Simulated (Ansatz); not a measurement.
# PdBr (rocksalt type): how the settings move a single-point run

How sensitive is a single-point run of PdBr (rocksalt type) to its settings? A reference run comes first, then one run with altered input.

Method: reference: DFT, PBE, PAW with Ansatz's default frozen-core files, scalar-relativistic, in Ansatz 0.2.0.

### Step 1. The system as given

It takes space group Fm-3m (No. 225, cubic). The conventional cell has a = 5.303 Å, b = 5.303 Å, c = 5.303 Å, α = 90.00°, β = 90.00°, γ = 90.00°. Pd (site symmetry m-3m) has 6 Br at 2.65 Å in its first shell of neighbours. Br (site symmetry m-3m) has 6 Pd at 2.65 Å in its first shell of neighbours.

Structure file:

```
Pd Br
1.0
     0.00000    2.65163    2.65163
     2.65163    0.00000    2.65163
     2.65163    2.65163    0.00000
Pd Br
1 1
Direct
  0.00000 0.00000 0.00000
  0.50000 0.50000 0.50000
```

### Step 2. The reference run

File input.yaml:

```yaml
crystal:
  lattice:
    - [0.0, 2.6516276447, 2.6516276447]
    - [2.6516276447, 0.0, 2.6516276447]
    - [2.6516276447, 2.6516276447, 0.0]
  atoms:
    - { symbol: Pd, position: [0.0, 0.0, 0.0] }
    - { symbol: Br, position: [0.5, 0.5, 0.5] }
kpoints:
  mp_grid: { grid: [13, 13, 13] }
scf:
  occupations: { method: fermi_dirac, width: 0.1 }
hamiltonian:
  xc: pbe
  pseudopotentials: { kind: paw }
output:
  forces: true
  stress: true
  eigenvalues: true
  populations: true
```

The run is started by

```sh
$ ansatz run input.yaml --threads 1 --pin off --max-ram 2048MiB --backend cpu --events-out ev --progress --plain --runs-dir out
```

### Step 3. Variant: mp_grid.grid [4, 4, 4], chi_scale 0.0

Changes to input.yaml since step 2:

```diff
@@ -9,5 +9,6 @@
 kpoints:
-  mp_grid: { grid: [13, 13, 13] }
+  mp_grid: { grid: [4, 4, 4] }
 scf:
   occupations: { method: fermi_dirac, width: 0.1 }
+  initial_density: { chi_scale: 0.0 }
 hamiltonian:
@@ -20 +21,5 @@
   populations: true
+  write_density: true
+  write_potential: true
+  elf: true
+  volumetric_format: npy
```

**Question.** What will these runs give? Wanted: for each run, ending; energy change; pressure; gap; force.

**Answer**, as computed:

| run | ending | energy change | pressure (GPa) | gap (eV) | force (eV/Å) | cycles | time |
| --- | --- | --- | --- | --- | --- | --- | --- |
| reference | converged | 0 | 9.3 | 0.00 | 0.00 | 6 | 4.3 s |
| 1: mp_grid.grid [4, 4, 4], chi_scale 0.0 | converged | +13.0 meV/atom | 9.7 | 0.00 | 0.00 | 7 | 0.95 s |

Times don't compare one to one where runs were asked for different outputs or read a saved state (see the inputs); cycles may leave out searches for a lower state.

Residual by cycle in the longest SCF loop of each run; runs are numbered as in the table. The quantity is the density residual dr2, in eV.

```csv
cycle,reference,run 1
1,7.5e-4,3.71
2,1.9e-4,0.16
3,1.2e-5,0.0135
4,4.8e-7,1.4e-4
5,5.2e-8,2.1e-6
6,3.0e-9,2.0e-7
7,-,7.5e-9
```

What this shows: Changing the k-point mesh and start moves the energy by +13.0 meV/atom, and the pressure goes from 9.3 to 9.7 GPa. Sampling errors of the energy have no fixed sign. The other settings changed steer the path, not the converged energy, so the shift is the mesh's.
